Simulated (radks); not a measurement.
**Ionisation of Tc⁺: one atom, several choices of exchange strength α**

How much does the choice of exchange strength α matter for taking an electron from Tc⁺? Both Tc⁺ ([Kr] 4d5 5s1) and Tc²⁺ ([Kr] 4d5) are run for each choice.

Method: scalar-relativistic Kohn-Sham, spin-unpolarised, spherical densities, finite nucleus. Code: radks (a radial shooting solver on a logarithmic mesh, Libxc functionals) version 1.

### 1 The atom as given

* element: technetium (Z = 43)
* charge: +1
* electrons: 42
* configuration: [Kr] 4d5 5s1
* ion: Tc²⁺, [Kr] 4d5
* choices: α = 0.667; α = 0.822; α = 0.936; α = 0.953; α = 0.963; α = 0.996

The outer shells:

Tc⁺
```
[Kr] core
4d [↑ ][↑ ][↑ ][↑ ][↑ ]
5s [↑ ]
```

Tc²⁺
```
[Kr] core
4d [↑ ][↑ ][↑ ][↑ ][↑ ]
```

### 2 α = 0.667: Tc⁺

Settings of this run:

```text
Z 43
configuration [Kr] 4d5 5s1
relativity scalar-relativistic
functional xalpha 0.667
spin unpolarised
nucleus finite rms 4.4112 fm
c 137.035999084
```

### 3 α = 0.667: Tc²⁺

Settings, as their differences from step 2:

```diff
@@ -1,3 +1,3 @@
 Z 43
-configuration [Kr] 4d5 5s1
+configuration [Kr] 4d5
 relativity scalar-relativistic
```

### 4 α = 0.822: Tc⁺

Settings of this run:

```text
Z 43
configuration [Kr] 4d5 5s1
relativity scalar-relativistic
functional xalpha 0.822
spin unpolarised
nucleus finite rms 4.4112 fm
c 137.035999084
```

### 5 α = 0.822: Tc²⁺

Settings, as their differences from step 4:

```diff
@@ -1,3 +1,3 @@
 Z 43
-configuration [Kr] 4d5 5s1
+configuration [Kr] 4d5
 relativity scalar-relativistic
```

### 6 α = 0.936: Tc⁺

Settings of this run:

```text
Z 43
configuration [Kr] 4d5 5s1
relativity scalar-relativistic
functional xalpha 0.936
spin unpolarised
nucleus finite rms 4.4112 fm
c 137.035999084
```

### 7 α = 0.936: Tc²⁺

Settings, as their differences from step 6:

```diff
@@ -1,3 +1,3 @@
 Z 43
-configuration [Kr] 4d5 5s1
+configuration [Kr] 4d5
 relativity scalar-relativistic
```

### 8 α = 0.953: Tc⁺

Settings of this run:

```text
Z 43
configuration [Kr] 4d5 5s1
relativity scalar-relativistic
functional xalpha 0.953
spin unpolarised
nucleus finite rms 4.4112 fm
c 137.035999084
```

### 9 α = 0.953: Tc²⁺

Settings, as their differences from step 8:

```diff
@@ -1,3 +1,3 @@
 Z 43
-configuration [Kr] 4d5 5s1
+configuration [Kr] 4d5
 relativity scalar-relativistic
```

### 10 α = 0.963: Tc⁺

Settings of this run:

```text
Z 43
configuration [Kr] 4d5 5s1
relativity scalar-relativistic
functional xalpha 0.963
spin unpolarised
nucleus finite rms 4.4112 fm
c 137.035999084
```

### 11 α = 0.963: Tc²⁺

Settings, as their differences from step 10:

```diff
@@ -1,3 +1,3 @@
 Z 43
-configuration [Kr] 4d5 5s1
+configuration [Kr] 4d5
 relativity scalar-relativistic
```

### 12 α = 0.996: Tc⁺

Settings of this run:

```text
Z 43
configuration [Kr] 4d5 5s1
relativity scalar-relativistic
functional xalpha 0.996
spin unpolarised
nucleus finite rms 4.4112 fm
c 137.035999084
```

### 13 α = 0.996: Tc²⁺

Settings, as their differences from step 12:

```diff
@@ -1,3 +1,3 @@
 Z 43
-configuration [Kr] 4d5 5s1
+configuration [Kr] 4d5
 relativity scalar-relativistic
```

What does the calculation give? Wanted: for each run, exchange strength α; E(Tc⁺); Δ-SCF; −ε(HOMO); <r> HOMO; error.

As calculated:

| exchange strength α | E(Tc⁺) (hartree) | Δ-SCF (eV) | −ε(HOMO) (eV) | <r> HOMO (bohr) | error (eV) |
| --- | --- | --- | --- | --- | --- |
| α = 0.667 | -4276.99665 | 14.170 | 10.700 | 3.055 | -1.09 |
| α = 0.822 | -4304.94318 | 15.237 | 11.746 | 2.957 | -0.02 |
| α = 0.936 | -4325.60931 | 16.043 | 12.544 | 2.889 | +0.78 |
| α = 0.953 | -4328.69921 | 16.164 | 12.665 | 2.879 | +0.90 |
| α = 0.963 | -4330.51779 | 16.236 | 12.736 | 2.873 | +0.98 |
| α = 0.996 | -4336.52426 | 16.474 | 12.974 | 2.854 | +1.21 |

The NIST Atomic Spectra Database lists 15.260 eV (semi-empirical). Nearest is α = 0.822 (-0.02 eV off), farthest α = 0.996 (+1.21 eV). The ionisation energies span 2.30 eV, the total energies of Tc⁺ 1620 eV: most of the change in the total cancels in the difference. α = 2/3 is LDA exchange; there is no correlation term. The tabulated value is met near α = 0.83. Spin polarisation and multiplet splitting are left out, so open shells lie too high by an amount that depends on their filling.
